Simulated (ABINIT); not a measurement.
A run of ABINIT 10.8.3 (patched build) is set up as follows.

Contents of run.abi:

```
# Pseudopotentials
pp_dirpath "./"
pseudos "Se.hgh, Ga.hgh"

# Structure
acell 3*1.0
rprim
     8.3761449070     0.0000000000     0.0000000000
     0.0000000000     8.3761449070     0.0000000000
     0.0000000000     0.0000000000     8.3761449070
ntypat 2
znucl 34 31
natom 4
typat 1 2 2 2
xcart
     0.0000000000     0.0000000000     0.0000000000
     2.2162325000     2.2162325000     0.0000000000
     2.2162325000     0.0000000000     2.2162325000
     0.0000000000     2.2162325000     2.2162325000 Angstrom

# Plane-wave basis
ecut 22.0

# k points
kptopt 1
ngkpt 4 4 4
nshiftk 1
shiftk 0.0 0.0 0.0

# Exchange and correlation
ixc 2

# Bands and occupations
nband 24
occopt 3
tsmear 0.00183747

# Spin
nspinor 2
nspden 1
so_psp 2*1

# SCF cycle
nstep 100
tolvrs 1.0e-10

# Output
iomode 3
prtwf 0
prtden 0
prteig 0
prtebands 0
enunit 1
```

Potentials or basis: HGH LDA.

Run with:

```sh
$ abinit run.abi > log 2>&1
```

Problem. Predict the band gap on the k mesh.

Solution. None (metal or under the smearing width).

Caveat: HGH potentials are hard and often keep d shells in the core, so these values are rough.
